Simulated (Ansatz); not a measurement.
**YHg: a run for elastic constants**

The task is a run for elastic constants on YHg. The structure is shown as the input types it.

Program: Ansatz 0.2.0. Level of theory: DFT, PBEsol, PAW with Ansatz's default frozen-core files, scalar-relativistic; elastic constants from stresses of strained cells. These are calculated values, not measurements.

1 further run of the same task is left out (set aside as unsound or not needed).

**1. The system as given**

It takes space group Pm-3m (No. 221, cubic). The conventional cell has a = 3.666 Å, b = 3.666 Å, c = 3.666 Å, α = 90.00°, β = 90.00°, γ = 90.00°. Y (site symmetry m-3m) is surrounded by 8 Hg at 3.17 Å. Hg (site symmetry m-3m) is surrounded by 8 Y at 3.17 Å.

As a file:

```cif
data_structure
_symmetry_space_group_name_H-M 'P 1'
_symmetry_Int_Tables_number 1
_cell_length_a 3.6655
_cell_length_b 3.6655
_cell_length_c 3.6655
_cell_angle_alpha 90.000
_cell_angle_beta 90.000
_cell_angle_gamma 90.000
_cell_volume 49.25
loop_
_atom_site_label
_atom_site_type_symbol
_atom_site_fract_x
_atom_site_fract_y
_atom_site_fract_z
_atom_site_occupancy
Y1 Y 0.50000 0.50000 0.50000 1
Hg1 Hg 0.00000 0.00000 0.00000 1
```

**2. The run**

The input, input.yaml:

```yaml
crystal:
  lattice:
    - [3.66551027153, 0.0, 0.0]
    - [0.0, 3.66551027153, 0.0]
    - [0.0, 0.0, 3.66551027153]
  atoms:
    - { symbol: "Y", position: [0.5, 0.5, 0.5] }
    - { symbol: Hg, position: [0.0, 0.0, 0.0] }
kpoints:
  mp_grid: { grid: [1, 1, 1] }
scf:
  occupations: { method: fermi_dirac, width: 0.08 }
  max_iter: 50
hamiltonian:
  xc: pbesol
  pseudopotentials: { kind: paw }
elastic:
  mode: clamped_ion
  stencil: two_point
  amplitude: 0.005
```

Run with:

```console
ansatz run input.yaml --threads 1 --pin off --max-ram 2560MiB --backend cpu --events-out ev --progress --plain --runs-dir out
```

**Question.** How will this run end, and is anything wrong with its input?

The run converged and reported no error. That alone doesn't make the input a sound one.

The suspect setting: kpoints.mp_grid.grid is [1, 1, 1]. One k-point can't sample the Brillouin zone of so small a cell.

To check: set kpoints.mp_grid.grid to [12, 12, 12].
